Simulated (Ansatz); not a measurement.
GdO:

```
CELL_PARAMETERS angstrom
0.00000 2.70000 2.70000
2.70000 0.00000 2.70000
2.70000 2.70000 0.00000
ATOMIC_POSITIONS crystal
Gd 0.00000 0.00000 0.00000
O 0.25000 0.25000 0.25000
```

The cell comes from a database or a generator and needn't be the stable form of this composition.

Base run:

```yaml
Program: Ansatz 0.2.0
Functional: RPBE
Potentials_or_basis: Ansatz PAW
Cutoff: "420 eV (not typed: the program's choice for these potentials)"
k_mesh: 9 × 9 × 9
Occupations: fermi-dirac, width 0.05 eV
Spin: collinear spin, ferromagnetic start
Starting_moments: "[7.0, 0.0] μB"
```

Its results: band gap on the k mesh none (metal or under the smearing width); pressure 2.1 GPa; net moment 7.65 μB per cell; site moments Gd +6.85; O -0.00 μB.

Problem. The run is repeated on the same cell with these changes: functional from RPBE to PBE; k mesh from 9 × 9 × 9 to 3 × 3 × 3. What comes out?

Solution. Band gap on the k mesh none (metal or under the smearing width); pressure -2.2 GPa; net moment 7.56 μB per cell; site moments Gd +6.84; O -0.03 μB.

Several settings changed at once, so the effect can't be laid on one alone.

Caveats: some runs use coarse meshes; spin-orbit coupling is left out, which moves the levels of the heavy elements; a cell with one magnetic atom can't hold antiferromagnetic order, which such compounds often take; without U or exact exchange the open f shell lies at the Fermi level, which spoils levels, moments and volumes; the PAW data sets come from PBE, with cores solved anew for the run's functional, which leaves a small shift of forces and pressure (some runs).
